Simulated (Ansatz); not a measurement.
# AlBH4Se (SMILES [BH2][AlH][SeH]): one structure at several levels

Aim: energy, forces and dipole at a structure displaced at random from a GFN2-xTB minimum, from CCSD(T) and from density functionals.

The runs use Ansatz 0.2.0, Gaussian basis; single points in def2-TZVPP.

Correlated methods freeze the cores. Filled d shells of the heavier atoms are correlated.

**1. The starting structure**

7 atoms, charge 0, spin multiplicity 1.

Atoms are counted from 1 here; the program's logs count them from 0.

Bond lengths: B1–Al2 2.173 Å, B1–H4 1.165 Å, B1–H5 1.187 Å, Al2–Se3 2.402 Å, Al2–H6 1.627 Å, Se3–H7 1.542 Å. Angles: Al2–B1–H4 125.1°, Al2–B1–H5 128.3°, H4–B1–H5 106.5°, B1–Al2–Se3 120.7°, B1–Al2–H6 134.6°, Se3–Al2–H6 104.6°, Al2–Se3–H7 82.4°.

As a file:

| atom | x (Å) | y (Å) | z (Å) |
| --- | --- | --- | --- |
| B1 | -1.61450 | 0.41560 | -0.57390 |
| Al2 | 0.30480 | 0.15870 | 0.41120 |
| Se3 | 2.05590 | -1.11600 | -0.62710 |
| H4 | -2.52780 | -0.29870 | -0.45710 |
| H5 | -1.93280 | 1.24420 | -1.36150 |
| H6 | 0.96860 | 0.72330 | 1.78490 |
| H7 | 2.64640 | -1.07900 | 0.79710 |

**2. CCSD(T)/def2-TZVPP**

The input, run/in.yaml:

```yaml
crystal:
  periodic: [false, false, false]
  atoms:
    - {symbol: B, position_ang: [-1.614500, 0.415600, -0.573900]}
    - {symbol: Al, position_ang: [0.304800, 0.158700, 0.411200]}
    - {symbol: Se, position_ang: [2.055900, -1.116000, -0.627100]}
    - {symbol: H, position_ang: [-2.527800, -0.298700, -0.457100]}
    - {symbol: H, position_ang: [-1.932800, 1.244200, -1.361500]}
    - {symbol: H, position_ang: [0.968600, 0.723300, 1.784900]}
    - {symbol: H, position_ang: [2.646400, -1.079000, 0.797100]}
basis:
  gaussian: {orbitals: def2-TZVPP}
correlation: {method: ccsd_t}
output: {forces: true}
```

No record of the launch command was kept for these runs.

**3. PBE0-D4/def2-TZVPP**

run/in.yaml: that of step 2 with these lines changed.

```diff
@@ -12,3 +12,3 @@
   gaussian: {orbitals: def2-TZVPP}
-correlation: {method: ccsd_t}
-output: {forces: true}
+hamiltonian: {xc: pbe0, dispersion: d4}
+output: {forces: true, orbitals: {seedname: orbitals}}
```

**4. wB97M-V/def2-TZVPP**

run/in.yaml: that of step 3 with these lines changed.

```diff
@@ -12,3 +12,3 @@
   gaussian: {orbitals: def2-TZVPP}
-hamiltonian: {xc: pbe0, dispersion: d4}
-output: {forces: true, orbitals: {seedname: orbitals}}
+hamiltonian: {xc: {name: wB97M-V}}
+output: {forces: true}
```

**5. r2SCAN-D4/def2-TZVPP**

run/in.yaml: that of step 4 with these lines changed.

```diff
@@ -12,3 +12,3 @@
   gaussian: {orbitals: def2-TZVPP}
-hamiltonian: {xc: {name: wB97M-V}}
+hamiltonian: {xc: r2scan, dispersion: d4}
 output: {forces: true}
```

**6. PBE-D4/def2-TZVPP**

run/in.yaml: that of step 5 with these lines changed.

```diff
@@ -12,3 +12,3 @@
   gaussian: {orbitals: def2-TZVPP}
-hamiltonian: {xc: r2scan, dispersion: d4}
+hamiltonian: {xc: pbe, dispersion: d4}
 output: {forces: true}
```

**7. B97M-V/def2-TZVPP**

run/in.yaml: that of step 6 with these lines changed.

```diff
@@ -12,3 +12,3 @@
   gaussian: {orbitals: def2-TZVPP}
-hamiltonian: {xc: pbe, dispersion: d4}
+hamiltonian: {xc: {name: B97M-V}}
 output: {forces: true}
```

**8. revPBE-D4/def2-TZVPP**

run/in.yaml: that of step 7 with these lines changed.

```diff
@@ -12,3 +12,3 @@
   gaussian: {orbitals: def2-TZVPP}
-hamiltonian: {xc: {name: B97M-V}}
+hamiltonian: {xc: {name: revPBE}, dispersion: d4}
 output: {forces: true}
```

(Steps that only read results are left out.)

Before running it: what results should come out? Wanted: energy less free atoms, CCSD(T)/def2-TZVPP; RMS force component; RMS force error; HOMO and LUMO, PBE0-D4; T1 diagnostic.

The runs gave:

| quantity | value |
| --- | --- |
| energy less free atoms, CCSD(T)/def2-TZVPP | -1845.5 kJ/mol |
| RMS force component | 0.499 to 0.586 eV/Å over the methods |
| RMS force error | PBE0-D4 0.048, wB97M-V 0.059, r2SCAN-D4 0.058, PBE-D4 0.167, B97M-V 0.078, revPBE-D4 0.179 eV/Å |
| HOMO and LUMO, PBE0-D4 | -7.09 and -2.71 eV |
| T1 diagnostic | 0.010 |

**Reading.** Against CCSD(T) the functionals' energies less atoms differ by -69.3 to -12.4 kJ/mol, PBE-D4 by -47.9 kJ/mol. CCSD(T) in triple zeta still lacks some correlation energy of the bonds, so part of these gaps is its own basis error and they don't rank the functionals. On forces the order runs from PBE0-D4 to revPBE-D4. Frozen-core CCSD(T) forces in triple zeta carry basis errors of their own, and this is one geometry, so small gaps rank nothing.
